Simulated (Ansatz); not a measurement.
This script makes a convergence test of the plane-wave cutoff of Ti3Si, space group Fm-3m with Ansatz's Python interface.

The script reads `ti3si.cif`:
```cif
data_Ti3Si
_cell_length_a 4.446791
_cell_length_b 4.446791
_cell_length_c 4.446791
_cell_angle_alpha 60.00000
_cell_angle_beta 60.00000
_cell_angle_gamma 60.00000
_symmetry_space_group_name_H-M 'P 1'
_symmetry_Int_Tables_number 1
loop_
_symmetry_equiv_pos_as_xyz
'x, y, z'
loop_
_atom_site_label
_atom_site_type_symbol
_atom_site_fract_x
_atom_site_fract_y
_atom_site_fract_z
Ti1 Ti    0.750000    0.750000    0.750000
Ti2 Ti    0.250000    0.250000    0.250000
Ti3 Ti    0.000000    0.000000    0.000000
Si4 Si    0.500000    0.500000    0.500000
```

`run_ecut.py`:
```python
"""Cutoff test for Ti3Si."""

import warnings

import ansatz as az
from ase.io import read
import pandas as pd


def main() -> None:
    warnings.simplefilter("ignore", az.DeckWarning)

    atoms = read("ti3si.cif")
    xtal = az.Crystal.from_ase(atoms)

    base = (
        xtal.calculation()
        .occupations("Fermi-Dirac", width=0.1)
        .kpoints(7, 7, 7)
        .functional("r2SCAN")
        .stress()
    )

    rows = []
    for value in [300, 350, 400, 450, 500]:
        report = base.basis(value).run().report
        rows.append((value, report["free_energy_ev"] / len(report["lattice"]["sites"]), report["n_iterations"], sum(report["stress_gpa"][i][i] for i in range(3)) / 3, report["n_pw"]))

    table = pd.DataFrame(rows, columns=["cutoff (eV)", "F/atom (eV)", "iterations", "P (GPa)", "plane waves"])
    print(table.round(5).to_string(index=False))

    # differences from the last row
    for row in rows[:-1]:
        shift = 1000 * (row[1] - rows[-1][1])
        print(f"{row[0]}: {shift:+.2f} meV/atom" + ("  (within 2 meV)" if abs(shift) < 2 else ""))


if __name__ == "__main__":
    main()
```

From which cutoff on is the energy per atom within 2 meV of the last row, and how does it get there?

From 450 eV on it stays within 2 meV an atom of the value at 500 eV; the first row (300 eV) is off by 85.5 meV and the last but one by 1.09 meV. The energy falls steadily, as expected when plane waves are added. The pressure moves from -2.24 to -1.93 GPa (the program's stress holds a Pulay correction, so it settles early).

The run itself:

Running `python run_ecut.py` prints:
```text
 cutoff (eV)  F/atom (eV)  iterations  P (GPa)  plane waves
         300  -2038.29706           8 -2.23789          725
         350  -2038.37528           8 -1.95525          941
         400  -2038.38053           8 -1.93987         1139
         450  -2038.38148           8 -1.94455         1363
         500  -2038.38257           8 -1.93236         1591
300: +85.50 meV/atom
350: +7.29 meV/atom
400: +2.04 meV/atom
450: +1.09 meV/atom  (within 2 meV)
```

The mesh is modest for a metal, so energies can be off by several to tens of meV an atom and pressures by half a GPa or more; differences at equal mesh fare better. Pressure is positive in compression. This cell is a computed structure, which may not be the phase found in nature. Shifts are counted from the last row, which is itself no proven limit. The script silences the warnings on its input, which a real study should read. Finished in 8 s on 1 thread of AMD EPYC 9R45 (Zen 5), on a shared host, peak memory 0.74 GiB.
